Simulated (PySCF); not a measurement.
**TlBi: bond curves at several levels of theory**

Aim: find the lowest electronic state of TlBi, scan its bond at several levels of theory, and get bond length, wavenumber and dissociation energy from each curve.

Method: Tl def2-SVP with ECP60, Bi def2-SVP with ECP60, scalar-relativistic core potentials; program: PySCF 2.14.0.

## (1) Set-up

A driver script around PySCF takes these settings:

| Property | Result |
| --- | --- |
| atoms | Tl, Bi |
| charge | 0 |
| basis | Tl def2-SVP with ECP60, Bi def2-SVP with ECP60 |
| Hamiltonian | scalar-relativistic core potentials |
| basis functions | 52 |
| electrons treated | 44 |
| masses in u | 204.9744, 208.9804 |
| levels | PBE0, PBE, r²SCAN, M06, revPBE, BHandHLYP, ωB97X, HF, MP2, SCS-MP2, CCSD, CCSD(T) |
| grid | 80 radial by 434 angular points |
| occupations | held fixed by the projection of orbital angular momentum |
| dissociation limit | Tl + Bi, each in its ground configuration |
| starting distance in angstrom | 2.890 |
| values of 2S to try | 0, 2, 4 |

The run is started by

```sh
$ OMP_NUM_THREADS=1 python dia.py task.json out
```

The runs that follow: PBE0 along the bond; Higher solutions at PBE0; PBE (GGA); r²SCAN (meta-GGA); M06; revPBE (GGA); BHandHLYP; ωB97X (range-separated hybrid); ROHF; Correlated methods on the Hartree–Fock reference.

Q: Predict the outcome of this session. Wanted: for each run, Re; ωe; De; μ.

**Answer**, as computed:

Lowest PBE0 solution found, without spin–orbit coupling: ³Σ⁻ (triplet), unpaired electrons π ↑↑. State 2 has its PBE0 minimum 0.30 eV higher, as a spin-mixed determinant (⟨S²⟩ = 1.00), so this is no gap between pure states. State 3 has its PBE0 minimum 0.39 eV higher. State 4 has its PBE0 minimum 0.63 eV higher, as a spin-mixed determinant (⟨S²⟩ = 1.01), so this is no gap between pure states. The other levels ran on the lowest alone.

| level | Re (Å) | ωe (cm⁻¹) | De (eV) | μ (D) |
| --- | --- | --- | --- | --- |
| ROHF | 3.127 | 101.4 | 0.408 | -3.07 |
| ROHF-MP2 | 3.088 | 106.5 | 1.08 | n/a |
| ROHF-SCS-MP2 | 3.111 | 103.4 | 1.02 | n/a |
| ROHF-CCSD | 3.123 | 100.0 | 1.05 | n/a |
| ROHF-CCSD(T) | 3.127 | 99.0 | 1.12 | n/a |
| PBE | 3.110 | 100.8 | 1.70 | -2.08 |
| revPBE | 3.138 | 97.4 | 1.52 | -2.25 |
| r²SCAN | 3.093 | 102.5 | 1.50 | -2.36 |
| PBE0 | 3.081 | 104.2 | 1.53 | -2.37 |
| M06 | 3.116 | 102.4 | 2.09 | -2.09 |
| BHandHLYP | 3.092 | 103.6 | 1.41 | -2.55 |
| ωB97X | 3.063 | 107.6 | 1.87 | -2.53 |

De is counted to Tl + Bi in their ground configurations. A positive dipole means Tl(−)Bi(+).

Differences from CCSD(T) in the same basis:

| level | Re (mÅ) | ωe (%) |
| --- | --- | --- |
| ROHF | -1 | +2.5 |
| ROHF-MP2 | -39 | +7.7 |
| ROHF-SCS-MP2 | -16 | +4.5 |
| ROHF-CCSD | -4 | +1.1 |
| PBE | -17 | +1.9 |
| revPBE | +11 | -1.5 |
| r²SCAN | -34 | +3.6 |
| PBE0 | -46 | +5.3 |
| M06 | -12 | +3.4 |
| BHandHLYP | -35 | +4.6 |
| ωB97X | -64 | +8.7 |

Against CCSD(T) in the same basis, the bond length is nearest at ROHF (-1 mÅ) and farthest at ωB97X (-64 mÅ); the wavenumber is nearest at ROHF-CCSD (+1.1 %) and farthest at ωB97X (+8.7 %). CCSD(T) in a basis this small is itself some way from its limit, more so than the functionals. Of the levels with a De here, ROHF gives the least (0.408 eV) and M06 the most (2.09 eV).

Correlated steps freeze 8 core orbitals. These are scalar-relativistic numbers at best; spin–orbit coupling would shift them, the dissociation energy most. With spin–orbit coupling the term label itself may not hold.
